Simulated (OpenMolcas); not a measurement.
# Au³⁺ among point charges: CASSCF and CASPT2 levels and susceptibility

How does a field of 6 point charges split the states of Au³⁺, and what χT follows?

Program: OpenMolcas 26.06. Level of theory: state-averaged CASSCF and CASPT2, spin-orbit coupling by RASSI with atomic mean-field integrals. These are calculated values, not measurements, unless marked.

## Step 1: The system

```
Species                           : Au³⁺ (gold, Z = 79, 76 electrons)
Basis                             : ANO-RCC-VDZP [7s6p4d2f], 59 functions
Scalar Hamiltonian                : DKH2, point nucleus
Inactive shells                   : 1s 2s 2p 3s 3p 3d 4s 4p 4d 4f 5s 5p
Active space                      : 8 electrons in 5 orbitals (5d)
Some configurations of this space : 5d8
Orbitals                          : optimised for each spin and parity, averaged over all roots
```

The outer shells:

5d8
```
5d [↑↓][↑↓][↑↓][↑ ][↑ ]
```

The ion sits among 6 point charges of -0.85 e arranged as an octahedron (Oh), 2.04 Å from the ion.

The work runs as a chain of OpenMolcas steps in one folder; each step below is one input file. Labels, J, g values, rates, χT and fits are worked out afterwards by a script from the matrices that RASSI stores. The input lists half of the charges; inversion (Group=XYZ) makes the rest.

## Step 2: Basis and integrals

Input file a.inp:

```
&GATEWAY
Coord
1

Au 0.0 0.0 0.0
Basis=ANO-RCC-VDZP
Group=XYZ
NoMove
AngMom=0.0 0.0 0.0
AMFI
XField
3 Angstrom 0
2.040000 0.000000 0.000000 -0.850000
0.000000 2.040000 0.000000 -0.850000
0.000000 0.000000 2.040000 -0.850000
&SEWARD
```

On the command line:

```console
OMP_NUM_THREADS=1 MOLCAS_MEM=1689 MOLCAS_PROJECT=a pymolcas a.inp > a.log
```

## Step 3: Reference wave functions, triplets of even parity, 10 roots

Input file a.inp:

```
&RASSCF
FileOrb=start.orb
Symmetry=1
Spin=3
nActEl=8 0 0
Inactive=15 19
Ras2=5 0
CIRoot=10 10 1
SDav=10
CIMx=300
Iter=120 100
PrWF=0.3
OrbListing=Nothing
MaxOrb=0
>>> COPY $Project.JobIph JOB001
```

start.orb holds the contracted functions of the basis, ordered by shell, or the orbitals of the step before.

## Step 4: CASSCF: singlets of even parity, 15 roots

Input file a.inp:

```
&RASSCF
FileOrb=start.orb
Symmetry=1
Spin=1
nActEl=8 0 0
Inactive=15 19
Ras2=5 0
CIRoot=15 15 1
SDav=15
CIMx=300
Iter=120 100
PrWF=0.3
OrbListing=Nothing
MaxOrb=0
>>> COPY $Project.JobIph JOB002
```

## Step 5: RASSI: spin-orbit coupling between the states

Input file a.inp:

```
&RASSI
NrOfJobIphs=2 10 15
1 2 3 4 5 6 7 8 9 10
1 2 3 4 5 6 7 8 9 10 11 12 13 14 15
IphNames
JOB001
JOB002
EJob
SpinOrbit
DIPRint=1.0
SOCoupling=1000.0
Subsets=2
Property=9
'ANGMOM' 1 'ANGMOM' 2 'ANGMOM' 3 'MLTPL  1' 1 'MLTPL  1' 2 'MLTPL  1' 3
'AMFI' 1 'AMFI' 2 'AMFI' 3
SOProperty=3
'ANGMOM' 1 'ANGMOM' 2 'ANGMOM' 3
```

## Step 6: CASPT2: IPEA 0.25, imaginary shift 0.1 (closed shells correlated: 5s 5p)

Input file a.inp:

```
>>> COPY JOB001 $Project.JobIph
&CASPT2
Multistate=10 1 2 3 4 5 6 7 8 9 10
NoMult
Frozen=14 16
IPEA=0.25
Imaginary=0.1
MaxIter=60
WThr=0.0 0.3 0.05
PrWF=0.5
NoMix
>>> COPY JOB002 $Project.JobIph
&CASPT2
Multistate=15 1 2 3 4 5 6 7 8 9 10 11 12 13 14 15
NoMult
Frozen=14 16
IPEA=0.25
Imaginary=0.1
MaxIter=60
WThr=0.0 0.3 0.05
PrWF=0.5
NoMix
```

(Steps that only read results are left out.)

What does the calculation give? Wanted: spin-free ground state; first state of the same spin within the active space; lowest level; next level.

**Answer**, as computed:

| quantity | value |
| --- | --- |
| method | SS-CASPT2, IPEA 0.25, imaginary shift 0.1 (closed shells correlated: 5s 5p) |
| spin-free ground state | 3A2, 1-fold in its orbital part |
| first state of the same spin within the active space | 3T2 at 3870 cm⁻¹ |
| lowest level | 3-fold T2 |
| next level | 2597.1 cm⁻¹ |
| χT at 300 K | 2.68 cm³ K/mol |
| effective moment at 300 K | 4.63 μB |

Cost by method:

```csv
method,time of its own steps,time with the reference
A. CASSCF,5.3 s,5.3 s
"B. SS-CASPT2, IPEA 0.25, imaginary shift 0.1, +5s 5p",2.1 s,7.4 s
```

Times are of one thread on a shared host.

In words: The spin-free ground state (3A2) comes to 100 % from free-ion F terms and keeps the highest spin of the shell. χT at 300 K is 2.68, against 1.00 cm³ K/mol for the spin alone, so orbital moment adds to it. CASPT2 does not keep the components of a term degenerate, and the means are used. The field of point charges can differ much from that of real complexes. Point charges carry no covalency, so the field is a model and not that of real ligands.
